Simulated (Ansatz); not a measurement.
# TiN: what SCF settings change

Aim: run TiN with the default SCF settings, then change one group of settings at a time and see what moves: the number of iterations, the state or the numbers. The cell (2 atoms) is TiN in its deposited structure (space group Fm-3m). Source: COD entry 1011316; the sample's temperature and pressure aren't taken into account.

Method: DFT r2SCAN, PAW, plane waves, scalar-relativistic, in Ansatz 0.2.0.

1 further run of the same task is left out (it didn't finish).

## 1. Starting point

The structure is cubic, space group Fm-3m (No. 225). Conventional cell: a = 4.400 Å, b = 4.400 Å, c = 4.400 Å, α = 90.00°, β = 90.00°, γ = 90.00°. Ti (site symmetry m-3m) is surrounded by 6 N at 2.20 Å. N (site symmetry m-3m) has 6 Ti at 2.20 Å as nearest neighbours.

Structure file:

```xyz
2
Lattice="0.0000 2.2000 2.2000 2.2000 0.0000 2.2000 2.2000 2.2000 0.0000" Properties=species:S:1:pos:R:3 pbc="T T T"
Ti    0.0000    0.0000    0.0000
N     2.2000    2.2000    2.2000
```

Atoms are counted from 1 in the order of input.yaml (N2 and so on).

After the default run come: linear mixing, β 0.3, no preconditioner; cutoff 700 eV; one k-point (Gamma), no switch to direct minimisation; direct minimisation; Broyden, β 0.7, preconditioner LDOS; Gaussian smearing, width 0.05 eV; Anderson, β 1.0, backtracking line search.

The search for lower states is off throughout, and inputs that name a mixer don't switch to direct minimisation unless they say so. Spin is collinear, with starting moments Ti1 1.00 μB. β is the mixing step of the charge; the magnetisation has a step of its own, which the program sets unless it is named.

## 2. Default SCF settings

Input file input.yaml:

```yaml
crystal:
  lattice:
    - [0.0, 2.2, 2.2]
    - [2.2, 0.0, 2.2]
    - [2.2, 2.2, 0.0]
  atoms:
    - { symbol: Ti, position: [0.0, 0.0, 0.0], spin: 1.0 }
    - { symbol: "N", position: [0.5, 0.5, 0.5] }
magnetization:
  spin_polarized: true
hamiltonian:
  xc: r2scan
  pseudopotentials: { kind: paw }
basis:
  ecutwfc: 500
kpoints:
  mp_grid: { grid: [9, 9, 9] }
scf:
  occupations: { method: fermi_dirac, width: 0.03 }
  lower_state_search: "off"
output:
  forces: true
  stress: true
  write_density: true
  write_potential: true
  elf: true
  volumetric_format: npy
```

Command:

```console
ansatz run input.yaml --threads 2 --pin off --max-ram 5120MiB --backend cpu --events-out ev --progress --plain --runs-dir out
```

**Question.** Each change named above is then made alone on this input. How many iterations does the default take, and what do the changes move? Wanted: largest shift of the free energy by occupations, cutoff, mesh or field.

**Answer**, as computed:

```
                                                                                             quantity                                                                   value
                                                                                          default run                       20 iterations, non-magnetic, no gap on the k-mesh
fewest iterations to that state among the runs shown (an iteration of direct minimisation costs more)                                                13 (direct minimisation)
                                                                                most iterations to it                            47 (linear mixing, β 0.3, no preconditioner)
                                          runs that end in another state, among changes of path alone                                                                       0
                               largest shift of the free energy by occupations, cutoff, mesh or field  +7616 meV/atom (one k-point (Gamma), no switch to direct minimisation)
```

What this shows: 5 runs solve the same problem and reach the default's state, in 13 to 47 iterations: there the settings change the path, not the answer. Occupations, cutoff, mesh and fields change the problem that is solved, not just the path; the largest shift here is that of “one k-point (Gamma), no switch to direct minimisation”. Other settings tried on this cell gave no result: iteration limit 15 (not converged after 15 iterations, still settling); iteration limit 5 (not converged after 5 iterations, still settling); fixed occupations (input refused). Counts include iterations that the program adds to test a close, so a difference of one or two ranks nothing. The starting density is a sum of atomic densities.
